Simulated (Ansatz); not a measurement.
This script makes an atomisation energy of BH₄O₂Sb, SMILES O[B](O)[SbH2] with Ansatz's Python interface.

`bh4o2sb.py`:
```python
'''Atomisation energy of BH4O2Sb at the given geometry.'''

from collections import Counter

import ansatz as az


def energy_of(molecule, charge=0, unpaired=0):
    calc = molecule.calculation().basis(gaussian='def2-SVP').correlation('mp2')
    if charge:
        calc = calc.charge(charge)
    if unpaired:
        calc = calc.spin('collinear', total=unpaired)
    return calc.run().report['free_energy_ev']

GEOMETRY = '''
O     0.53990    1.25880   -0.85680
B     0.02230    0.47710    0.24250
O     0.35740    0.82940    1.59980
Sb   -1.16450   -1.30840   -0.15610
H    -0.21790    1.97450   -1.00900
H     1.23790    0.35860    1.77550
H    -0.82530   -1.26880   -1.86540
H     0.14220   -2.37820    0.21370
'''

molecule = az.Crystal.molecule()
for line in GEOMETRY.strip().splitlines():
    symbol, *xyz = line.split()
    molecule = molecule.atom(symbol, [float(v) for v in xyz])

# unpaired electrons of the ground-state atoms
unpaired = {'O': 2, 'B': 1, 'Sb': 3, 'H': 1}
counts = Counter(site.symbol for site in molecule.cartesian_sites)
atom_energy = {s: energy_of(az.Crystal.molecule().atom(s, (0, 0, 0)), 0, unpaired[s]) for s in counts}
whole = energy_of(molecule, 0, 0)
for s, e in atom_energy.items():
    print(f'{s:2s} x{counts[s]}  {e:14.5f} eV')
print(f'BH4O2Sb: {whole:.5f} eV')
split = sum(counts[s] * e for s, e in atom_energy.items()) - whole
print(f'atomisation energy (no zero-point term): {23.060548 * split:.1f} kcal/mol, {split / sum(counts.values()):.3f} eV an atom')
```

What does it cost to take this molecule apart into atoms?

597.9 kcal/mol from the electronic energies, without the zero-point term.

The run itself:

```console
$ python bh4o2sb.py
O  x2     -2035.99407 eV
B  x1      -667.67019 eV
Sb x1     -6512.73694 eV
H  x4       -13.58606 eV
BH4O2Sb: -11332.66803 eV
atomisation energy (no zero-point term): 597.9 kcal/mol, 3.241 eV an atom
```

The settings weren't tested for convergence. The geometry is a force-field or estimated start, not a minimum of this method, and the basis set is short of its limit. All parts are taken at fixed geometry, without zero-point energy. def2 sets replace the cores of elements past krypton by effective core potentials. In double-zeta sets correlated atomisation energies come out some 10 to 15 % low. The spin-orbit lowering of heavy atoms is left out. Timing: 1.5 s on 1 thread of Arm Neoverse V2 (shared host), peak memory 0.21 GiB.
